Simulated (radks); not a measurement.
# Br³⁺ in [Ar] 3d9.75 4s2 4p2 4d0.25: an all-electron calculation

Wanted: eigenvalues, radial structure and energy terms of the bromine ion Br3+.

Program: radks (a radial shooting solver on a logarithmic mesh, Libxc functionals) version 1. Level of theory: scalar-relativistic Kohn-Sham, LDA (Slater exchange, Perdew-Wang correlation), spin-unpolarised, spherical densities, finite nucleus. These are calculated values, not measurements, unless marked.

### Step 1. What is computed

* element: bromine (Z = 35)
* charge: +3
* electrons: 32
* configuration: [Ar] 3d9.75 4s2 4p2 4d0.25
* nuclear rms radius: 4.1629 fm

### Step 2. The calculation

The run's settings:

```text
Z 35
configuration [Ar] 3d9.75 4s2 4p2 4d0.25
relativity scalar-relativistic
functional lda,pw
spin unpolarised
nucleus finite rms 4.1629 fm
c 137.035999084
```

What does the calculation give?

As calculated:

| quantity | value |
| --- | --- |
| total energy | -2599.73741 hartree |
| exchange-correlation share of it | 3.36 % |
| −T/E | 1.0213 |
| highest occupied level | 4d, -21.803 eV |
| most extended occupied level | 4d, <r> = 2.42 bohr |
| radius at density 0.001 e/bohr³ | 3.39 bohr |
| maxima of the radial density | 3 |

**Reading.** 4 principal shells are occupied and 3 maxima appear in the radial density; where shells overlap, one shows as a shoulder or not at all. −T/E is 1.021: with relativity the kinetic term as defined here no longer equals −E. This is not the tabulated ground configuration, so its levels and sizes aren't those of the ground state, and no measured value stands beside it.
